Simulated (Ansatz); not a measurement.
# SiGe₂ (triplet): the correlation ladder, cc-pVDZ

One table from this session's results is given with a row withheld; the runs are named, their logs left out.

Computed with Ansatz 0.2.0, Gaussian basis. Level: cc-pVDZ, core rule «outside noble gas», up to 33 orbitals frozen.

Plan: UHF; CCSD(T) on ROHF; BCCD(T) on ROHF; CISD; CCSDT(Q) on ROHF; CCSDT(Q) on UHF; CASSCF and MRCISD+Q, 12 electrons in 12 orbitals; CASSCF and MRCISD+Q(relaxed), 12 electrons in 12 orbitals; CASSCF and NEVPT2, 12 electrons in 12 orbitals.

9 further runs of the same task are left out: 5 that didn't finish, 4 set aside as unsound or not needed.

## What is computed

The geometry is a PBE0/def2-TZVP stationary point (not a proven minimum) of the parent state, kept for this charge and spin. No spin-orbit coupling is included. The filled d shell of Ge may be among the frozen orbitals whatever the setting's name suggests; the logs give the count.

3 atoms, charge 0, spin multiplicity 3.

Atoms are counted from 1 here; the program's logs count them from 0.

Bond lengths: Ge1–Si2 2.236 Å, Si2–Ge3 2.236 Å. Angles: Ge1–Si2–Ge3 82.6°.

Coordinates:

```xyz
3
Ge2Si
Ge    0.00000   -0.27223    1.47580
Si    0.00000    1.40818    0.00000
Ge    0.00000   -0.27223   -1.47580
```

The first run:

in.yaml

```yaml
crystal:
  periodic: [false, false, false]
  atoms:
    - {symbol: Ge, position_ang: [0.000000, -0.272229, 1.475800]}
    - {symbol: Si, position_ang: [0.000000, 1.408179, 0.000000]}
    - {symbol: Ge, position_ang: [0.000000, -0.272229, -1.475800]}
basis:
  gaussian: {orbitals: cc-pVDZ}
magnetization: {spin_polarized: true, initial_magnetization: 2}
hamiltonian: {xc: hf}
output: {orbitals: {seedname: orbitals}}
```

Launch:

```bash
$ ansatz run in.yaml --threads 1 --pin off --events-out ev --progress --plain --max-ram 4096MiB --backend cpu
```

Among the steps run: UHF; CCSD(T) on ROHF; BCCD(T) on ROHF; CISD; CCSDT(Q) on ROHF; CCSDT(Q) on UHF; CASSCF and MRCISD+Q, 12 electrons in 12 orbitals; CASSCF and MRCISD+Q(relaxed), 12 electrons in 12 orbitals; CASSCF and NEVPT2, 12 electrons in 12 orbitals.

One of the session's tables, all rows but one given; the rest of the session is left out.

```
                   method  from RCCSDT(Q) (meV)
                     ROHF               +7839.4
                     RMP2               +1222.8
                     CISD               +1487.3
                    RCCSD                +631.7
                 RCCSD(T)                +100.9
                  BCCD(T)                 +97.1
                   RCCSDT                 +67.3
                RCCSDT(Q)                     0
           CASSCF valence               +4534.3
           NEVPT2 valence                +967.7
           MRCISD valence                +453.7
         MRCISD+Q valence                 +20.6
MRCISD+Q(relaxed) valence                     ?
```

**Question.** Estimate the row for MRCISD+Q(relaxed) valence.

The run gave: from RCCSDT(Q) (meV): -2.8. In the column «from RCCSDT(Q) (meV)» it is the lowest.

Not comparable, so not listed: CCSDT(Q) on UHF (they don't share determinant, frozen orbitals or solution with the rows shown, or repeat one).
